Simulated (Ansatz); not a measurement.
**CH4ClNSi: up Jacob's ladder to CCSD(T)**

An exercise on one series of results from a longer session: the logs are not shown, and one member is left open.

Program: Ansatz 0.2.0, Gaussian basis. Level of theory: functionals in def2-TZVPP, the program's frozen cores in correlated methods. These are calculated values, not measurements.

Plan: LDA (SPW92), PBE-D4, revPBE-D4, BLYP-D4, r2SCAN-D4, B97M-V, PBE0-D4, B3LYP-D4, r2SCANh-D4, r2SCAN0-D4, HSE06-D4, BHLYP-D4, CAM-B3LYP-D4, LC-ωPBE, ωB97X-V, ωB97M-V, B2PLYP, PBE-QIDH; CCSD(T)/def2-SVP; CCSD(T)/def2-TZVPP; MP2/def2-QZVPP; extrapolation to the limit; RPA on PBE.

## The relaxed structure

All runs share one geometry, relaxed beforehand with PBE0-D4 in a triple-zeta def2 set.

8 atoms, charge 0, spin multiplicity 1.

Atoms are counted from 1 here; the program's logs count them from 0.

Bond lengths: N1–C2 1.248 Å, N1–H5 1.020 Å, C2–Si3 1.893 Å, C2–Cl4 1.786 Å, Si3–H6 1.482 Å, Si3–H7 1.482 Å, Si3–H8 1.480 Å. Angles: C2–N1–H5 114.3°, N1–C2–Si3 124.3°, N1–C2–Cl4 123.1°, Si3–C2–Cl4 112.7°, C2–Si3–H6 107.7°, C2–Si3–H7 107.7°, C2–Si3–H8 108.6°, H6–Si3–H7 109.8°, H6–Si3–H8 111.4°, H7–Si3–H8 111.4°.

The first run:

Contents of in.yaml:

```yaml
crystal:
  periodic: [false, false, false]
  atoms:
    - {symbol: N, position_ang: [-0.133963, 1.454717, -0.961907]}
    - {symbol: C, position_ang: [-0.418521, 0.335375, -0.490032]}
    - {symbol: Si, position_ang: [0.653358, -0.598331, 0.760326]}
    - {symbol: Cl, position_ang: [-1.899099, -0.560559, -0.931261]}
    - {symbol: H, position_ang: [-0.820556, 1.817518, -1.623873]}
    - {symbol: H, position_ang: [1.022560, -1.900497, 0.155691]}
    - {symbol: H, position_ang: [-0.163537, -0.822565, 1.976881]}
    - {symbol: H, position_ang: [1.851856, 0.217343, 1.058375]}
basis:
  gaussian: {orbitals: def2-TZVPP}
hamiltonian: {xc: lda}
output: {orbitals: {seedname: orbitals}}
```

Among the steps run: LDA; PBE-D4 (GGA); revPBE-D4 (GGA); BLYP-D4 (GGA); r2SCAN-D4 (meta-GGA); B97M-V (meta-GGA); PBE0-D4 (hybrid); B3LYP-D4 (hybrid); r2SCANh-D4 (hybrid); r2SCAN0-D4 (hybrid); HSE06-D4 (hybrid); BHLYP-D4 (hybrid); CAM-B3LYP-D4 (range-separated); LC-ωPBE (range-separated); ωB97X-V (range-separated); ωB97M-V (range-separated); B2PLYP (double hybrid); PBE-QIDH (double hybrid).

One table of the session follows, with a row left open; its other results are not shown here.

It belongs to the step «Orbital energies across the functionals». 

| functional | HOMO (eV) | gap (eV) |
| --- | --- | --- |
| LDA (SPW92) | -6.96 | 4.50 |
| PBE-D4 | -6.86 | 4.63 |
| revPBE-D4 | -6.81 | 4.66 |
| BLYP-D4 | ? | ? |
| r2SCAN-D4 | -7.20 | 5.11 |
| B97M-V | -7.39 | 5.34 |
| PBE0-D4 | -8.27 | 7.07 |
| B3LYP-D4 | -8.02 | 6.61 |
| r2SCANh-D4 | -7.71 | 6.02 |
| r2SCAN0-D4 | -8.50 | 7.38 |
| HSE06-D4 | -7.87 | 6.29 |
| BHLYP-D4 | -9.59 | 9.59 |
| CAM-B3LYP-D4 | -9.62 | 9.64 |
| LC-ωPBE | -10.93 | 12.11 |
| ωB97X-V | -10.62 | 11.74 |
| ωB97M-V | -10.50 | 11.54 |

Estimate the missing values for BLYP-D4.

Worked estimate for «HOMO (eV)». Against the share of exact exchange, B3LYP-D4 (0.2, -8.02), BHLYP-D4 (0.5, -9.59) give a slope of -5.23 per unit share; at 0 the line stands at -6.97.

As computed: HOMO (eV): -6.73; gap (eV): 4.66. In «HOMO (eV)» the line misses by -0.24.
